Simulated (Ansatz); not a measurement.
# SiGeH (doublet): the correlation ladder, cc-pVDZ

How much of the correlation energy of SiGeH (doublet) does each wave-function method recover here?

Method: cc-pVDZ, core rule «outside noble gas», up to 19 orbitals frozen; program: Ansatz 0.2.0, Gaussian basis.

The runs, in order: UHF; CCSD(T) on ROHF; CCSD(T) on UHF; BCCD(T) on ROHF; CISD; CCSDT(Q) on ROHF; CCSDT(Q) on UHF; CCSDTQ on ROHF; CCSDTQ on UHF; CASSCF and MRCISD+Q, 9 electrons in 9 orbitals; CASSCF and NEVPT2, 9 electrons in 9 orbitals.

3 further runs of the same task are left out: 3 set aside as unsound or not needed.

**1. The system**

The geometry is a PBE0/def2-TZVP stationary point (not a proven minimum) of the parent state, kept for this charge and spin. No spin-orbit coupling is included. The filled d shell of Ge may be among the frozen orbitals whatever the setting's name suggests; the logs give the count.

3 atoms, charge 0, spin multiplicity 2.

Atoms are counted from 1 here; the program's logs count them from 0.

Bond lengths: Si1–Ge2 2.393 Å, Si1–H3 1.522 Å. Angles: Ge2–Si1–H3 111.0°.

**2. UHF**

Input file in.yaml:

```yaml
crystal:
  periodic: [false, false, false]
  atoms:
    - {symbol: Si, position_ang: [0.000000, -0.103104, 1.700052]}
    - {symbol: Ge, position_ang: [0.000000, 0.022000, -0.689498]}
    - {symbol: H, position_ang: [0.000000, 1.287411, 2.319887]}
basis:
  gaussian: {orbitals: cc-pVDZ}
magnetization: {spin_polarized: true, initial_magnetization: 1}
hamiltonian: {xc: hf}
output: {orbitals: {seedname: orbitals}}
```

Launch:

```
ansatz run in.yaml --threads 1 --pin off --events-out ev --progress --plain --max-ram 4096MiB --backend cpu
```

Further steps of the session: CCSD(T) on ROHF; CCSD(T) on UHF; BCCD(T) on ROHF; CISD; CCSDT(Q) on ROHF; CCSDT(Q) on UHF; CCSDTQ on ROHF; CCSDTQ on UHF; CASSCF and MRCISD+Q, 9 electrons in 9 orbitals; CASSCF and NEVPT2, 9 electrons in 9 orbitals.

Before running them: what should the planned runs give, taken together? Wanted: UCCSDTQ below the RHF energy; RMP2 from UCCSDTQ; UMP2 from UCCSDTQ; RCCSD from UCCSDTQ; RCCSD(T) from UCCSDTQ; UCCSD(T) from UCCSDTQ; RCCSDT(Q) from UCCSDTQ; UCCSDT(Q) from UCCSDTQ; NEVPT2 valence from UCCSDTQ.

**Answer**, as computed:

```
                         quantity                                                            value
     UCCSDTQ below the RHF energy                                                       -5.2568 eV
                RMP2 from UCCSDTQ                                                      +1371.5 meV
                UMP2 from UCCSDTQ                                                      +1507.1 meV
               RCCSD from UCCSDTQ                                                       +324.9 meV
            RCCSD(T) from UCCSDTQ                                                        +91.9 meV
            UCCSD(T) from UCCSDTQ                                                        +96.0 meV
           RCCSDT(Q) from UCCSDTQ                                                         -0.8 meV
           UCCSDT(Q) from UCCSDTQ                                                         -5.5 meV
      NEVPT2 valence from UCCSDTQ                                                       +817.0 meV
    MRCISD+Q valence from UCCSDTQ                                                         -1.1 meV
levels within 1 kcal/mol (43 meV)  RCCSDT, UCCSDT, RCCSDT(Q), UCCSDT(Q), RCCSDTQ, MRCISD+Q valence
                    T1 diagnostic                                                            0.056
   effectively unpaired electrons                                                             1.15
```

In words: RCCSD(T) misses by +91.9 meV, 1.7 % of the correlation energy. The occupations are near whole numbers, but T1 = 0.056 shows that the orbitals relax strongly. Of the multireference levels listed MRCISD+Q valence comes nearest in total energy (-1.1 meV), which doesn't show that its space is the better one. Coupled cluster took another determinant than the lowest Hartree-Fock one. These misses are within one basis, not against nature; the frozen cores of restricted and unrestricted runs differ, which can shift their rows.
